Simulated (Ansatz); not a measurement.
**Sr: energies up the ladder**

Aim: energies up the ladder, for Sr, with the cost of each level.

Computed with Ansatz 0.2.0 (the levels named in each step, unless a step's input says otherwise).

### Step 1. The system as given

As a file:

```xyz
1

Sr    0.0000    0.0000    0.0000
```

### Step 2. Single point, PBE0/def2-TZVPP

The input, input.yaml:

```yaml
crystal:
  periodic: [false, false, false]
  atoms:
    - { symbol: Sr, position_ang: [0.0, 0.0, 0.0] }
basis:
  gaussian: { orbitals: def2-TZVPP }
hamiltonian:
  xc: pbe0
```

On the command line:

```console
> ansatz run input.yaml --threads 1 --pin off --max-ram 2560MiB --backend cpu --events-out ev --progress --plain --runs-dir out
```

After this run come: Single point, PBE/def2-TZVPP; Single point, r2SCAN/def2-TZVPP; Single point, B3LYP/def2-TZVPP; Single point, wB97M-V/def2-TZVPP; Single point, B2PLYP/def2-TZVPP; Single point, LDA/def2-TZVPP; Single point, PBE0/def2-SVP; Single point, PBE/def2-SVP.

What does the calculation give? Wanted: energy at PBE/def2-SVP.

**Answer**, as computed:

```
              quantity        value
energy at PBE/def2-SVP  -834.665 eV
```

These totals serve in differences with atoms or fragments at the same level; alone they don't rank the methods. Heavy atoms carry effective core potentials in def2 sets, and spin-orbit coupling is left out.
